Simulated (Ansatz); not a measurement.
Geometry optimisation, Ansatz 0.2.0, DFT PBE-D3(BJ), scalar-relativistic, plane waves, PAW.

Input:

```yaml
crystal:
  lattice:
    - [6.644147, 0.0, 0.0]
    - [-3.322073, 6.563494, 0.0]
    - [0.0, 0.0, 18.273555]
  atoms:
    - { symbol: Zn, position: [0.33333333, 0.0, 0.05472389] }
    - { symbol: Zn, position: [0.43801511, 0.54269696, 0.10491336] }
    - { symbol: S, position: [0.16184465, 0.65702272, 0.09236599] }
    - { symbol: S, position: [0.26652649, 0.19971969, 0.14255546] }
    - { symbol: Zn, position: [0.87603028, 0.08539393, 0.15510283] }
    - { symbol: Zn, position: [0.98071206, 0.6280909, 0.2052923] }
    - { symbol: S, position: [0.7045416, 0.74241666, 0.19274493] }
    - { symbol: S, position: [0.80922345, 0.28511363, 0.2429344] }
    - { symbol: Zn, position: [0.41872725, 0.17078787, 0.25548177] }
    - { symbol: Zn, position: [0.52340903, 0.71348483, 0.30567123] }
    - { symbol: S, position: [0.24723857, 0.82781059, 0.29312387] }
    - { symbol: S, position: [0.35192042, 0.37050756, 0.34331334] }
    - { symbol: F, position: [0.37418938, -0.029399, 0.36575013], spin: 1.0 }
magnetization:
  spin_polarized: true
basis:
  ecutwfc: 420.0
kpoints:
  mp_grid: { grid: [2, 2, 1] }
hamiltonian:
  xc: pbe
  dispersion: d3bj
scf:
  occupations: { method: gaussian, width: 0.02 }
  lower_state_search: "off"
relax:
  f_tol: 0.03
  max_steps: 60
  adjacent_minimum: "off"
  constraints: [{ sites: [0, 1, 2] }]
output:
  write_density: true
  write_potential: true
  elf: true
  volumetric_format: npy
```

Launched with:

```bash
$ ansatz run input.yaml --threads 4 --pin off --max-ram 10240MiB --backend cpu --events-out ev --progress --plain --runs-dir out
```

**Question.** Where does it end, and by what steps?

**Answer.** The run converged. Limits of this set-up: coarse k mesh, thin slab, slab without dipole correction, a typed lattice constant that wasn't relaxed here. After 11 steps the energy has fallen by 2.275 eV; F13 moved furthest, 1.36 Å.

```
step  energy less start (eV)  largest force component (eV/Å)  accepted
   0                  0.0000                           2.165       yes
   1                 -1.0307                           1.403       yes
   2                 -1.5990                           0.978       yes
   3                 -1.8446                           1.344       yes
   4                 -2.0240                           1.034       yes
   5                 -2.1510                           0.652       yes
   6                 -2.2197                           0.415       yes
   7                 -2.2609                           0.245       yes
   8                 -2.2513                           0.248        no
   9                 -2.2735                           0.123       yes
  10                 -2.2723                           0.106        no
  11                 -2.2749                           0.021       yes
```

```xyz
13
Lattice="6.6441 0.0000 0.0000 -3.3221 6.5635 0.0000 0.0000 0.0000 18.2736" Properties=species:S:1:pos:R:3
Zn 2.215 0.000 1.000
Zn 1.107 3.562 1.917
S -1.107 4.312 1.688
S 1.271 1.401 2.618
Zn 5.860 0.705 3.380
Zn 4.509 3.997 3.702
S 2.356 4.945 3.342
S 4.579 1.949 4.670
Zn 2.366 1.410 4.888
Zn 1.032 4.233 5.168
S -0.949 5.538 5.152
S 1.197 2.494 6.427
F 1.768 -1.285 6.658
```

Whether the end is a true minimum wasn't checked by a vibrational analysis.

Run time: 63 s on 4 threads of Intel(R) Xeon(R) 6975P-C (Granite Rapids), with other jobs on the host, peak memory 1.7 GiB.
